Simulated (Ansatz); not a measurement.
# AlBClFH2 (SMILES F[B]([AlH2])Cl): single points off equilibrium

An exercise on one series of results from a longer session: the logs are not shown, and one member is left open.

Method: single points in def2-TZVPP; program: Ansatz 0.2.0, Gaussian basis.

Correlated methods freeze the cores.

2 further runs of the same task are left out: 2 that didn't finish.

## The starting structure

SMILES `F[B]([AlH2])Cl`, 6 atoms, charge 0, spin multiplicity 1.

Atoms are counted from 1 here; the program's logs count them from 0.

Bond lengths: F1–B2 1.286 Å, B2–Al3 2.066 Å, B2–Cl4 1.806 Å, Al3–H5 1.597 Å, Al3–H6 1.561 Å. Angles: F1–B2–Al3 145.6°, F1–B2–Cl4 123.8°, Al3–B2–Cl4 89.6°, B2–Al3–H5 116.7°, B2–Al3–H6 133.6°, H5–Al3–H6 109.7°.

Geometry (Å):

```xyz
6

F    -0.87556   -2.20312    0.59525
B    -0.56056   -1.04323    0.13689
Al    0.67126    0.60089    0.35806
Cl   -1.05772   -0.43620   -1.48951
H     0.71824    1.63031   -0.86160
H     1.65052    1.06828    1.48001
```

Set-up of the first run:

The input, run/in.yaml:

```yaml
crystal:
  periodic: [false, false, false]
  atoms:
    - {symbol: F, position_ang: [-0.875557, -2.203123, 0.595255]}
    - {symbol: B, position_ang: [-0.560560, -1.043234, 0.136893]}
    - {symbol: Al, position_ang: [0.671262, 0.600893, 0.358063]}
    - {symbol: Cl, position_ang: [-1.057720, -0.436204, -1.489509]}
    - {symbol: H, position_ang: [0.718243, 1.630308, -0.861602]}
    - {symbol: H, position_ang: [1.650521, 1.068280, 1.480005]}
basis:
  gaussian: {orbitals: def2-TZVPP}
hamiltonian: {xc: pbe, dispersion: d4}
output: {forces: true}
```

Run with:

```bash
$ ansatz run in.yaml --threads 2 --pin off --events-out ev --progress --plain --max-ram 3481MiB
```

Steps of the session up to this table: PBE-D4/def2-TZVPP; r2SCAN-D4/def2-TZVPP; PBE0-D4/def2-TZVPP; wB97M-V/def2-TZVPP; CCSD(T)/def2-TZVPP.

One of the session's tables, all rows but one given; the rest of the session is left out.

| method | RMS force component (eV/Å) | angle to CCSD(T) forces (°) | dipole (D) |
| --- | --- | --- | --- |
| PBE-D4 | ? | ? | ? |
| r2SCAN-D4 | 0.649 | 4.7 | 0.95 |
| PBE0-D4 | 0.609 | 7.2 | 0.85 |
| wB97M-V | 0.671 | 3.8 | 0.88 |
| CCSD(T) | 0.696 | reference | 0.84 |

Q: Estimate the row for PBE-D4 from the others.

As computed: RMS force component (eV/Å): 0.699; angle to CCSD(T) forces (°): 11.3; dipole (D): 0.94. In the column «RMS force component (eV/Å)» it is the highest.
